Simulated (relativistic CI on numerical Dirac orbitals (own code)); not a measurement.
# Fe⁴⁺: 2p photoemission with charge transfer

Wanted: the shape of the 2p photoemission spectrum of Fe⁴⁺ in a cubic metal-ligand cluster, for 3 values of Veg.

The numbers are computed with relativistic CI on numerical Dirac orbitals (own code) version 3 (charge-transfer multiplet model of a cubic metal-ligand cluster with up to 1 ligand holes, Slater and spin-orbit integrals from Dirac-Coulomb-Breit ions, Slater integrals scaled by 0.8), except any that are marked as measured or tabulated.

**1. The system**

| Item | Value |
| --- | --- |
| ion | Fe⁴⁺ (Fe V) |
| nuclear charge | 26 |
| electrons | 22 |
| d electrons | 4 |
| ligand holes at most | 1 |
| parameters | in eV; Veg, Vt2g hoppings, tenDq and tenDqL metal and ligand splittings (negative tenDq: tetrahedral), red the scaling of hopping with a core hole |
| temperature | 20 K |
| widths | Lorentz 0.6 eV, Gauss 0.8 eV |

**2. Veg = 1.73 eV**

Input settings:

```ini
cluster ion=Fe4+ d4 ligand_holes=1 slater_scale=0.8
Delta=0.8 Udd=6.9 Upd=8.7 tenDq=-0.35 tenDqL=0 Veg=1.73 Vt2g=-2.93 red=1
spectrum xps 2p T=20 lorentz=0.6 gauss=0.8
```

Launch:

```bash
$ python run_levels.py task.json out
```

task.json lists these runs, among others, and the program works through them in turn.

**3. Veg = 0.83 eV**

Input settings:

```ini
cluster ion=Fe4+ d4 ligand_holes=1 slater_scale=0.8
Delta=0.8 Udd=6.9 Upd=8.7 tenDq=-0.35 tenDqL=0 Veg=0.83 Vt2g=-1.41 red=1
spectrum xps 2p T=20 lorentz=0.6 gauss=0.8
```

**4. Veg = 1.43 eV**

Input settings:

```ini
cluster ion=Fe4+ d4 ligand_holes=1 slater_scale=0.8
Delta=0.8 Udd=6.9 Upd=8.7 tenDq=-0.35 tenDqL=0 Veg=1.43 Vt2g=-2.42 red=1
spectrum xps 2p T=20 lorentz=0.6 gauss=0.8
```

(Steps that only read results are left out.)

Before running it: what results should come out? Wanted: d count; ground spin.

As calculated:

| run | d count | weight without ligand hole | ground S | up to four highest peaks (% of the highest), eV from the first main peak |
| --- | --- | --- | --- | --- |
| Veg = 1.73 eV | 4.50 | 0.50 | 2.00 | 0.0 (100), 1.4 (75), 2.4 (59), 15.9 (56) |
| Veg = 0.83 eV | 4.62 | 0.38 | 2.00 | 0.0 (100), 1.5 (81), 2.7 (60), 14.7 (59) |
| Veg = 1.43 eV | 4.51 | 0.49 | 2.00 | 0.0 (100), 1.5 (79), 2.6 (60), 16.0 (63) |

| quantity | value |
| --- | --- |
| d count | 4.50 to 4.62 |
| ground spin (effective S from ⟨S²⟩) | 2.00 |

From Veg = 0.83 eV to Veg = 1.73 eV the ground-state d count goes from 4.62 to 4.50. In the first run d4 holds 50 % of the ground state. The space is cut at the given number of ligand holes while the last configuration still holds over a tenth of the ground state. The cluster parameters are drawn, not fitted to a compound.
